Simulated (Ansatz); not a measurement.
# FH₃MgOSi: up Jacob's ladder to CCSD(T)

Aim: compute FH₃MgOSi with functionals from several rungs and with coupled cluster, and see how far each lands from CCSD(T) at the basis-set limit for the atomisation energy.

The runs use Ansatz 0.2.0, Gaussian basis; functionals in def2-TZVPP, the program's frozen cores in correlated methods.

Plan: LDA (SPW92), PBE-D4, revPBE-D4, BLYP-D4, r2SCAN-D4, B97M-V, PBE0-D4, B3LYP-D4, r2SCANh-D4, r2SCAN0-D4, HSE06-D4, BHLYP-D4, CAM-B3LYP-D4, LC-ωPBE, ωB97X-V, ωB97M-V, B2PLYP, PBE-QIDH; CCSD(T)/def2-SVP; CCSD(T)/def2-TZVPP; MP2/def2-QZVPP; extrapolation to the limit; RPA on PBE.

### Step 1. Structure used throughout

The geometry comes from an earlier relaxation with PBE0-D4 in a triple-zeta def2 set; it is a stationary point, not always the lowest conformer.

7 atoms, charge 0, spin multiplicity 1.

Atoms are counted from 1 here; the program's logs count them from 0.

Bond lengths: F1–Mg2 1.747 Å, Mg2–O3 1.783 Å, O3–Si4 1.614 Å, Si4–H5 1.492 Å, Si4–H6 1.492 Å, Si4–H7 1.492 Å. Angles: F1–Mg2–O3 180.0°, Mg2–O3–Si4 180.0°, O3–Si4–H5 111.2°, O3–Si4–H6 111.2°, O3–Si4–H7 111.2°, H5–Si4–H6 107.7°, H5–Si4–H7 107.7°, H6–Si4–H7 107.7°.

### Step 2. LDA

This LDA is Slater exchange with PW92 correlation.

in.yaml

```yaml
crystal:
  periodic: [false, false, false]
  atoms:
    - {symbol: F, position_ang: [-1.074561, -3.535009, 1.335051]}
    - {symbol: Mg, position_ang: [-0.592019, -1.965470, 0.737792]}
    - {symbol: O, position_ang: [-0.099801, -0.364210, 0.128417]}
    - {symbol: Si, position_ang: [0.345452, 1.086089, -0.423534]}
    - {symbol: H, position_ang: [-0.717304, 1.685521, -1.281960]}
    - {symbol: H, position_ang: [0.609399, 2.032243, 0.699311]}
    - {symbol: H, position_ang: [1.590134, 0.992835, -1.240678]}
basis:
  gaussian: {orbitals: def2-TZVPP}
hamiltonian: {xc: lda}
output: {orbitals: {seedname: orbitals}}
```

The runs that follow: PBE-D4 (GGA); revPBE-D4 (GGA); BLYP-D4 (GGA); r2SCAN-D4 (meta-GGA); B97M-V (meta-GGA); PBE0-D4 (hybrid); B3LYP-D4 (hybrid); r2SCANh-D4 (hybrid); r2SCAN0-D4 (hybrid); HSE06-D4 (hybrid); BHLYP-D4 (hybrid); CAM-B3LYP-D4 (range-separated); LC-ωPBE-D4 (range-separated); ωB97X-V (range-separated); ωB97M-V (range-separated); B2PLYP (double hybrid); PBE-QIDH (double hybrid); CCSD(T) in def2-SVP; CCSD(T) in def2-TZVPP; MP2 in def2-QZVPP; RPA on PBE orbitals.

Before running them: what should the planned runs give, taken together? Wanted: atomisation energy, CCSD(T)/CBS; farthest beyond LDA; mean size of error, GGA; mean size of error, meta-GGA; mean size of error, hybrid; mean size of error, range-separated; mean size of error, double hybrid; gap, smallest and largest; T1 diagnostic.

As calculated:

| quantity | value |
| --- | --- |
| atomisation energy, CCSD(T)/CBS | 566.9 kcal/mol |
| functionals within 2.8 kcal/mol (0.5 %) | none; nearest ωB97X-V (-5.5 kcal/mol) |
| farthest beyond LDA | BHLYP-D4 (-28.6 kcal/mol) |
| mean size of error, GGA | 16.0 kcal/mol |
| mean size of error, meta-GGA | 7.8 kcal/mol |
| mean size of error, hybrid | 19.0 kcal/mol |
| mean size of error, range-separated | 8.0 kcal/mol |
| mean size of error, double hybrid | 16.0 kcal/mol |
| gap, smallest and largest | 4.29 eV (BLYP-D4), 11.25 eV (LC-ωPBE) |
| T1 diagnostic | 0.0117 |
| triples share of the correlation energy | 2.5 % |

**Reading.** LDA overbinds by 55.5 kcal/mol (10 %). PBE-D4 is off by -11.5 kcal/mol. Double hybrids carry the basis error of their MP2 part in triple zeta, and no dispersion term here, so their miss is partly the set-up's. By mean error the best rung here is meta-GGA (7.8 kcal/mol) and the worst beyond LDA is hybrid (19.0 kcal/mol). The gap between the best rungs is small, so their order is not settled. The mean of the hybrids holds BHLYP, with half exact exchange. The reference freezes the cores and leaves out relativity and excitations past (T), so misses under about 2.8 kcal/mol can't be ranked. Hartree-Fock recovers 73 % of the binding; the rest is correlation. CCSD(T) in def2-SVP is off by -45.2 kcal/mol, more than most functionals: a good method in a small basis is no reference. Orbital gaps span 4.3 to 11.3 eV; exact exchange widens them. Correlated methods include outer-core shells of Mg, which these sets cover unevenly.
